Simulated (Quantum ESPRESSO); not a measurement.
**YCo2 under changes of volume**

One of the cells (15.649 Å³/atom); the others are scaled copies at fixed shape and fractional positions:

```
Y Co
1.0
     0.00000    3.60750    3.60750
     3.60750    0.00000    3.60750
     3.60750    3.60750    0.00000
Y Co
2 4
Cartesian
  5.4112 5.4112 5.4112
  3.6075 3.6075 3.6075
  2.7056 0.9019 2.7056
  2.7056 2.7056 0.9019
  0.9019 2.7056 2.7056
  0.9019 0.9019 0.9019
```

```yaml
Program: Quantum ESPRESSO 7.5
Functional: LDA
Potentials_or_basis: GBRV 1.5 LDA
Cutoff: 762 eV
Density_cutoff: 6095 eV
k_mesh: 5 × 5 × 5
Occupations: fermi-dirac, width 0.05 eV
Spin: collinear spin, ferromagnetic start
Starting_moments: "[0.0, 0.0, 2.0, 2.0, 2.0, 2.0] μB"
```

```csv
volume (Å³/atom),energy over the lowest point (meV/atom),pressure (GPa),moment (μB per cell)
14.710,0.00,-6.1,3.45
15.023,13.65,-8.3,3.66
15.336,?,?,?
15.649,54.31,-12.6,3.75
15.962,80.69,-14.4,3.77
16.275,110.50,-16.0,3.79
16.588,143.31,-17.5,3.81
```

Q: What does the run at 15.336 Å³/atom give?

A: Energy over the lowest point 31.81 meV/atom; pressure -10.6 GPa; moment 3.73 μB per cell.

Worked out: A Birch-Murnaghan fit of order 3 (a polynomial in V^(-2/3)) to the other rows has no minimum within the range. It gives 31.87 meV/atom at 15.336 Å³/atom, against the run's 31.81, and -dE/dV = -10.5 GPa, against -10.6. A parabola through the other rows of the moment, of slope 0.244 μB per Å³/atom there, gives 3.69 μB, against the run's 3.73.

Energies are extrapolated to zero smearing.
